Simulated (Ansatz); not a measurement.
Born–Oppenheimer molecular dynamics of a periodic cell of 36 atoms, Be (start crystal Be, start structure hcp, volume 1 times the crystal's). It starts from a structure without forces on its atoms.

The calculation used Ansatz 0.2.0, DFT PBE-D3(BJ), scalar-relativistic, plane waves, PAW. Settings: accuracy low, cutoff 420 eV, k mesh 2x2x2, fermi-dirac smearing 0.24 eV, no spin polarisation.

| Item | Value |
| --- | --- |
| ensemble | NVT, Langevin thermostat |
| time step | 0.75 fs |
| steps asked | 130 |
| set temperature | 2800 K |
| friction | 0.02 /fs |
| seed | 572613 |

Frames 3.75 fs apart, positions in Å.

Velocities at 7.5 fs (Å/ps):

```
Be -19.64 19.29 6.80
Be 14.68 4.61 18.81
Be -12.03 24.25 -9.69
Be 3.29 2.77 10.60
Be -35.83 -1.08 4.05
Be -3.53 16.22 -8.60
Be 0.44 -7.74 -9.51
Be -9.52 9.00 -3.64
Be 2.60 26.13 -10.25
Be -1.07 -3.76 -12.55
Be 3.41 -22.10 3.41
Be 11.56 3.46 12.31
Be -9.91 6.28 8.16
Be 7.04 -21.00 -12.87
Be -10.29 -5.98 13.09
Be 8.86 14.91 12.35
Be 7.74 1.41 14.89
Be -27.03 -3.40 -10.14
Be -14.01 0.57 23.04
Be -13.68 9.23 -19.23
Be -2.53 14.69 -16.99
Be 16.31 0.41 -2.94
Be -0.73 -4.62 -6.51
Be -2.05 11.74 12.10
Be 18.16 -0.11 -23.21
Be 6.71 4.56 9.79
Be -4.50 -30.78 6.02
Be -19.61 -7.17 -2.78
Be 0.74 7.06 -3.75
Be -8.45 1.42 7.94
Be 35.46 -5.01 -1.44
Be -11.23 -3.63 -18.70
Be 12.91 -26.44 8.38
Be -11.96 0.45 -6.60
Be 5.46 -13.20 -10.45
Be -1.33 -36.55 -9.62
```

```xyz
36
Lattice="6.8700 0.0000 0.0000 -3.4350 5.9496 0.0000 0.0000 0.0000 7.1769" Properties=species:S:1:pos:R:3 time_fs=7.5 energy_less_start_eV=5.218 T=1876
Be -0.068 0.097 0.073
Be 0.179 1.413 1.911
Be -0.087 0.221 3.530
Be 0.015 1.317 5.428
Be -1.473 1.966 0.124
Be -1.204 3.406 1.660
Be -1.168 1.874 3.469
Be -1.206 3.329 5.388
Be -2.250 4.175 -0.060
Be -2.231 5.242 1.651
Be -2.250 3.785 3.576
Be -2.203 5.319 5.532
Be 2.252 -0.017 0.062
Be 2.428 1.246 1.670
Be 2.171 -0.047 3.697
Be 2.317 1.377 5.465
Be 1.155 1.990 0.110
Be 0.955 3.201 1.773
Be 1.018 2.069 3.642
Be 1.062 3.469 5.282
Be -0.004 4.095 -0.059
Be 0.064 5.346 1.716
Be 0.011 3.980 3.462
Be -0.023 5.344 5.483
Be 4.786 -0.003 -0.101
Be 4.651 1.399 1.905
Be 4.567 -0.256 3.597
Be 4.377 1.264 5.333
Be 3.408 2.034 0.100
Be 3.324 3.300 1.847
Be 3.704 1.991 3.602
Be 3.356 3.335 5.146
Be 2.341 3.819 0.045
Be 2.254 5.303 1.727
Be 2.407 3.881 3.449
Be 2.296 4.947 5.324
36
Lattice="6.8700 0.0000 0.0000 -3.4350 5.9496 0.0000 0.0000 0.0000 7.1769" Properties=species:S:1:pos:R:3 time_fs=11.2 energy_less_start_eV=9.290 T=1244
Be -0.132 0.153 0.095
Be 0.214 1.449 1.966
Be -0.142 0.270 3.495
Be 0.024 1.319 5.472
Be -1.591 1.962 0.141
Be -1.227 3.463 1.627
Be -1.156 1.856 3.441
Be -1.241 3.369 5.374
Be -2.236 4.253 -0.100
Be -2.242 5.230 1.615
Be -2.243 3.735 3.584
Be -2.179 5.310 5.578
Be 2.232 0.010 0.093
Be 2.429 1.188 1.656
Be 2.120 -0.071 3.747
Be 2.347 1.435 5.498
Be 1.175 1.990 0.139
Be 0.854 3.225 1.739
Be 0.969 2.070 3.725
Be 0.970 3.477 5.202
Be 0.009 4.152 -0.103
Be 0.121 5.341 1.702
Be 0.012 3.973 3.442
Be -0.030 5.388 5.511
Be 4.851 0.009 -0.184
Be 4.681 1.401 1.945
Be 4.545 -0.353 3.592
Be 4.313 1.240 5.322
Be 3.394 2.059 0.096
Be 3.301 3.316 1.872
Be 3.802 1.964 3.591
Be 3.300 3.313 5.090
Be 2.369 3.742 0.074
Be 2.227 5.307 1.704
Be 2.439 3.823 3.406
Be 2.303 4.859 5.279
36
Lattice="6.8700 0.0000 0.0000 -3.4350 5.9496 0.0000 0.0000 0.0000 7.1769" Properties=species:S:1:pos:R:3 time_fs=15.0 energy_less_start_eV=11.600 T=891
Be -0.161 0.202 0.135
Be 0.239 1.458 1.994
Be -0.183 0.250 3.484
Be 0.032 1.293 5.530
Be -1.661 1.965 0.152
Be -1.228 3.547 1.595
Be -1.133 1.877 3.468
Be -1.267 3.426 5.362
Be -2.232 4.267 -0.130
Be -2.252 5.225 1.615
Be -2.255 3.762 3.589
Be -2.151 5.297 5.583
Be 2.217 0.057 0.091
Be 2.420 1.182 1.686
Be 2.072 -0.082 3.779
Be 2.375 1.487 5.521
Be 1.188 1.974 0.162
Be 0.768 3.264 1.730
Be 0.926 2.094 3.819
Be 0.860 3.451 5.136
Be 0.020 4.173 -0.155
Be 0.141 5.331 1.684
Be -0.022 3.979 3.419
Be -0.037 5.429 5.494
Be 4.912 0.032 -0.272
Be 4.698 1.359 1.971
Be 4.540 -0.427 3.574
Be 4.277 1.225 5.333
Be 3.356 2.097 0.082
Be 3.297 3.282 1.889
Be 3.833 1.924 3.609
Be 3.258 3.264 5.072
Be 2.373 3.693 0.088
Be 2.181 5.295 1.726
Be 2.474 3.779 3.384
Be 2.326 4.846 5.267
36
Lattice="6.8700 0.0000 0.0000 -3.4350 5.9496 0.0000 0.0000 0.0000 7.1769" Properties=species:S:1:pos:R:3 time_fs=18.8 energy_less_start_eV=11.898 T=1155
Be -0.155 0.215 0.177
Be 0.276 1.432 2.000
Be -0.225 0.204 3.467
Be 0.024 1.225 5.568
Be -1.681 1.989 0.139
Be -1.254 3.618 1.588
Be -1.096 1.931 3.489
Be -1.271 3.459 5.348
Be -2.224 4.215 -0.101
Be -2.248 5.251 1.639
Be -2.269 3.809 3.601
Be -2.164 5.265 5.571
Be 2.231 0.108 0.062
Be 2.402 1.195 1.731
Be 2.037 -0.103 3.819
Be 2.392 1.526 5.541
Be 1.191 1.952 0.193
Be 0.747 3.311 1.710
Be 0.901 2.104 3.881
Be 0.786 3.424 5.099
Be 0.068 4.187 -0.199
Be 0.147 5.302 1.665
Be -0.080 4.039 3.367
Be -0.059 5.451 5.460
Be 4.959 0.049 -0.350
Be 4.676 1.307 1.966
Be 4.556 -0.470 3.576
Be 4.244 1.201 5.396
Be 3.300 2.093 0.051
Be 3.321 3.206 1.851
Be 3.821 1.864 3.632
Be 3.258 3.229 5.114
Be 2.355 3.679 0.105
Be 2.149 5.255 1.763
Be 2.493 3.725 3.398
Be 2.334 4.848 5.229
36
Lattice="6.8700 0.0000 0.0000 -3.4350 5.9496 0.0000 0.0000 0.0000 7.1769" Properties=species:S:1:pos:R:3 time_fs=22.5 energy_less_start_eV=10.925 T=1547
Be -0.103 0.215 0.232
Be 0.299 1.387 1.979
Be -0.263 0.157 3.478
Be -0.010 1.157 5.552
Be -1.651 2.044 0.120
Be -1.286 3.630 1.577
Be -1.068 1.996 3.526
Be -1.246 3.483 5.335
Be -2.243 4.148 -0.059
Be -2.240 5.301 1.724
Be -2.263 3.874 3.619
Be -2.181 5.255 5.561
Be 2.256 0.141 -0.003
Be 2.374 1.200 1.799
Be 2.027 -0.102 3.840
Be 2.381 1.562 5.536
Be 1.187 1.946 0.188
Be 0.785 3.367 1.651
Be 0.869 2.122 3.892
Be 0.736 3.417 5.087
Be 0.111 4.217 -0.213
Be 0.142 5.282 1.661
Be -0.144 4.114 3.305
Be -0.134 5.441 5.415
Be 4.971 0.059 -0.407
Be 4.640 1.274 1.947
Be 4.574 -0.449 3.573
Be 4.205 1.170 5.458
Be 3.212 2.046 0.007
Be 3.324 3.132 1.800
Be 3.761 1.816 3.626
Be 3.292 3.187 5.193
Be 2.313 3.702 0.120
Be 2.152 5.212 1.801
Be 2.476 3.698 3.432
Be 2.356 4.858 5.170
36
Lattice="6.8700 0.0000 0.0000 -3.4350 5.9496 0.0000 0.0000 0.0000 7.1769" Properties=species:S:1:pos:R:3 time_fs=26.2 energy_less_start_eV=9.685 T=1906
Be -0.020 0.190 0.286
Be 0.297 1.314 1.969
Be -0.294 0.107 3.512
Be -0.041 1.100 5.516
Be -1.585 2.117 0.094
Be -1.282 3.620 1.545
Be -1.073 2.062 3.581
Be -1.190 3.482 5.350
Be -2.281 4.089 0.001
Be -2.222 5.338 1.809
Be -2.274 3.960 3.652
Be -2.219 5.250 5.551
Be 2.297 0.170 -0.064
Be 2.349 1.206 1.897
Be 2.023 -0.089 3.863
Be 2.350 1.560 5.483
Be 1.151 1.961 0.151
Be 0.842 3.427 1.603
Be 0.871 2.109 3.859
Be 0.724 3.426 5.096
Be 0.131 4.235 -0.209
Be 0.113 5.253 1.656
Be -0.232 4.191 3.224
Be -0.233 5.382 5.362
Be 4.928 0.055 -0.439
Be 4.603 1.217 1.905
Be 4.578 -0.390 3.590
Be 4.199 1.197 5.514
Be 3.151 1.990 -0.026
Be 3.327 3.055 1.757
Be 3.670 1.774 3.636
Be 3.342 3.153 5.293
Be 2.246 3.757 0.115
Be 2.196 5.178 1.822
Be 2.448 3.687 3.478
Be 2.362 4.882 5.131
```

Of the whole run (98 fs, mean temperature of the second half 2410 K): The mean temperature of the second half is 14 % below the set value. A run of 0.098 ps of so small a system gives no equilibrium averages. Limits of this set-up: coarse k mesh, low accuracy level.

The run took 9.1 min on 1 thread of Intel(R) Xeon(R) Platinum 8559C (Emerald Rapids), with other jobs on the host, peak memory 0.8 GiB.
